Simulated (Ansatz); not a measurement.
# C2H12Al2N2: small, medium and large basis sets

One table from this session's results is given with a row withheld; the runs are named, their logs left out.

Program: Ansatz 0.2.0, Gaussian basis. Level of theory: one geometry, several basis sets. These are calculated values, not measurements.

Plan: PBE0-D4/def2-SVP; ωB97M-V/def2-SVP; PBE0-D4/def2-QZVPP; ωB97M-V/def2-QZVPP; the functionals' def2-TZVPP values are taken from earlier runs.

## The geometry

An earlier PBE0-D4 in a triple-zeta def2 set relaxation fixed the geometry.

SMILES `[CH3][Al@H-]1[NH2+][Al@@H-]([CH3])[NH2+]1`, 18 atoms, charge 0, spin multiplicity 1.

Atoms are counted from 1 here; the program's logs count them from 0.

Bond lengths: C1–Al2 1.960 Å, C1–H7 1.095 Å, C1–H8 1.096 Å, C1–H9 1.095 Å, Al2–N3 1.959 Å, Al2–N6 1.959 Å, Al2–H10 1.596 Å, N3–Al4 1.959 Å, N3–H11 1.014 Å, N3–H12 1.014 Å, Al4–C5 1.960 Å, Al4–N6 1.959 Å, Al4–H13 1.596 Å, C5–H14 1.095 Å, C5–H15 1.096 Å, C5–H16 1.095 Å, N6–H17 1.014 Å, N6–H18 1.014 Å. Angles: Al2–C1–H7 111.9°, Al2–C1–H8 112.2°, Al2–C1–H9 111.9°, H7–C1–H8 107.0°, H7–C1–H9 106.6°, H8–C1–H9 107.0°, C1–Al2–N3 110.3°, C1–Al2–N6 110.3°, C1–Al2–H10 123.5°, N3–Al2–N6 87.8°, N3–Al2–H10 109.6°, N6–Al2–H10 109.6°, Al2–N3–Al4 92.1°, Al2–N3–H11 114.7°, Al2–N3–H12 114.3°, Al4–N3–H11 114.7°, Al4–N3–H12 114.3°, H11–N3–H12 106.8° and more.

Set-up of the first run:

in.yaml

```yaml
crystal:
  periodic: [false, false, false]
  atoms:
    - {symbol: C, position_ang: [0.473265, 2.453469, -0.192532]}
    - {symbol: Al, position_ang: [1.183956, 0.830512, 0.646543]}
    - {symbol: N, position_ang: [1.276007, -0.626267, -0.659709]}
    - {symbol: Al, position_ang: [-0.236205, -1.557536, 0.167098]}
    - {symbol: C, position_ang: [-1.826940, -1.415057, -0.969721]}
    - {symbol: N, position_ang: [-0.252638, -0.158773, 1.538272]}
    - {symbol: H, position_ang: [1.197344, 2.910476, -0.875072]}
    - {symbol: H, position_ang: [-0.434518, 2.256335, -0.774195]}
    - {symbol: H, position_ang: [0.218259, 3.217679, 0.549066]}
    - {symbol: H, position_ang: [2.492555, 0.812453, 1.560435]}
    - {symbol: H, position_ang: [1.123658, -0.342820, -1.620909]}
    - {symbol: H, position_ang: [2.145561, -1.146832, -0.642877]}
    - {symbol: H, position_ang: [0.267139, -2.929472, 0.809272]}
    - {symbol: H, position_ang: [-1.748717, -2.045897, -1.861334]}
    - {symbol: H, position_ang: [-1.998105, -0.389683, -1.317018]}
    - {symbol: H, position_ang: [-2.734066, -1.729930, -0.443389]}
    - {symbol: H, position_ang: [-1.128038, 0.346118, 1.617056]}
    - {symbol: H, position_ang: [-0.018506, -0.484774, 2.469023]}
basis:
  gaussian: {orbitals: def2-SVP}
hamiltonian: {xc: pbe0, dispersion: d4}
output: {orbitals: {seedname: orbitals}}
```

Started as:

```sh
$ ansatz run in.yaml --threads 8 --pin off --events-out ev --progress --plain --max-ram 20889MiB
```

Steps of the session up to this table: PBE0-D4 in def2-SVP; ωB97M-V in def2-SVP; PBE0-D4 in def2-QZVPP; ωB97M-V in def2-QZVPP.

One of the session's tables, all rows but one given; the rest of the session is left out.

It belongs to the step «Functionals by basis». 

```
functional       basis  HOMO (eV)  LUMO (eV)
   PBE0-D4    def2-SVP      -7.53       0.66
   PBE0-D4  def2-TZVPP          ?          ?
   PBE0-D4  def2-QZVPP      -7.59      -0.11
   ωB97M-V    def2-SVP      -9.78       2.25
   ωB97M-V  def2-TZVPP      -9.84       1.59
   ωB97M-V  def2-QZVPP      -9.85       0.81
```

Q: Estimate the row for PBE0-D4, def2-TZVPP from the others.

As computed: HOMO (eV): -7.58; LUMO (eV): 0.24. In the column «HOMO (eV)» it lies between PBE0-D4, def2-QZVPP (-7.59) and PBE0-D4, def2-SVP (-7.53).
